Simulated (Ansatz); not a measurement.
**CoH+ (quartet): wave-function methods side by side, def2-TZVPP**

An exercise on one series of results from a longer session: the logs are not shown, and one member is left open.

Program: Ansatz 0.2.0, Gaussian basis. Level of theory: def2-TZVPP, core rule «outside noble gas», up to 9 orbitals frozen. These are calculated values, not measurements.

To be run: UHF; ROHF; CCSD(T) on UHF.

### The system

The geometry is a PBE0/def2-TZVP stationary point (not a proven minimum).

2 atoms, charge 1, spin multiplicity 4.

Atoms are counted from 1 here; the program's logs count them from 0.

Bond lengths: Co1–H2 1.520 Å.

Set-up of the first run:

The input, in.yaml:

```yaml
crystal:
  periodic: [false, false, false]
  atoms:
    - {symbol: Co, position_ang: [0.000000, 0.000000, 0.000000]}
    - {symbol: H, position_ang: [0.000000, 0.000000, 1.519600]}
basis:
  gaussian: {orbitals: def2-TZVPP}
total_charge: 1
magnetization: {spin_polarized: true, initial_magnetization: 3}
hamiltonian: {xc: hf}
output: {orbitals: {seedname: orbitals}}
```

Started as:

```sh
ansatz run in.yaml --threads 1 --pin off --events-out ev --progress --plain --max-ram 4096MiB --backend cpu
```

Steps of the session up to this table: UHF; ROHF; CCSD(T) on UHF.

One of the session's tables, all rows but one given; the rest of the session is left out.

| method | from UCCSD(T) (meV) |
| --- | --- |
| ROHF | ? |
| UHF | +7021.0 |
| UMP2 | +493.2 |
| UCCSD | +196.3 |
| UCCSD(T) | 0 |

Q: Estimate the row for ROHF from the others.

**Answer.** from UCCSD(T) (meV): +7342.9. In the column «from UCCSD(T) (meV)» it is the highest.
